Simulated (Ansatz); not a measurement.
**BGeH5 (singlet): density functionals in cc-pVTZ**

The task here is to estimate one member of a computed series from the others.

The runs use Ansatz 0.2.0, Gaussian basis; cc-pVTZ, all electrons in the functionals, frozen cores in the correlation of double hybrids and RPA.

Plan: PBE, r2SCAN, PBE0, B3LYP, r2SCANh, wB97M-V, B2PLYP, RPA-PBE.

### What is computed

The geometry is a PBE0/def2-TZVP stationary point (not a proven minimum). No spin-orbit coupling is included. The filled d shell of Ge may be among the frozen orbitals whatever the setting's name suggests; the logs give the count.

7 atoms, charge 0, spin multiplicity 1.

Atoms are counted from 1 here; the program's logs count them from 0.

Bond lengths: Ge1–B2 2.058 Å, Ge1–H3 1.538 Å, Ge1–H4 1.542 Å, Ge1–H5 1.542 Å, B2–H6 1.194 Å, B2–H7 1.195 Å. Angles: B2–Ge1–H3 114.7°, B2–Ge1–H4 109.7°, B2–Ge1–H5 109.7°, H3–Ge1–H4 107.9°, H3–Ge1–H5 107.9°, H4–Ge1–H5 106.6°, Ge1–B2–H6 122.4°, Ge1–B2–H7 119.3°, H6–B2–H7 118.3°.

No dispersion term is added; wB97M-V holds VV10 nonlocal correlation. B3LYP takes the VWN-RPA correlation.

The first run:

The input, in.yaml:

```yaml
crystal:
  periodic: [false, false, false]
  atoms:
    - {symbol: Ge, position_ang: [0.000000, 0.000848, 0.293017]}
    - {symbol: B, position_ang: [0.000000, 0.007511, -1.764478]}
    - {symbol: H, position_ang: [0.000000, 1.396299, 0.939761]}
    - {symbol: H, position_ang: [1.236205, -0.761722, 0.811362]}
    - {symbol: H, position_ang: [-1.236205, -0.761722, 0.811362]}
    - {symbol: H, position_ang: [0.000000, 1.017939, -2.401105]}
    - {symbol: H, position_ang: [0.000000, -1.032484, -2.352939]}
basis:
  gaussian: {orbitals: cc-pVTZ}
hamiltonian: {xc: {name: PBE}}
output: {orbitals: {seedname: orbitals}}
```

Started as:

```console
ansatz run in.yaml --threads 2 --pin off --events-out ev --progress --plain --max-ram 15360MiB --backend cuda --devices 0, --max-vram 18GiB
```

Among the steps run: PBE (restricted); r2SCAN (restricted); PBE0 (restricted); B3LYP (restricted); r2SCANh (restricted); wB97M-V (restricted); B2PLYP (restricted); RPA-PBE.

One table of the session follows, with a row left open; its other results are not shown here.

| method | atomisation energy (kJ/mol) |
| --- | --- |
| PBE | 1903.5 |
| r2SCAN | 1941.2 |
| PBE0 | 1906.8 |
| B3LYP | 1922.9 |
| r2SCANh | 1936.7 |
| wB97M-V | 1926.8 |
| B2PLYP | 1906.2 |
| RPA-PBE | 1808.9 |
| RCCSDT(Q) | ? |

Estimate the missing values for RCCSDT(Q).

As computed: atomisation energy (kJ/mol): 1882.3. In the column «atomisation energy (kJ/mol)» it lies between RPA-PBE (1808.9) and PBE (1903.5).
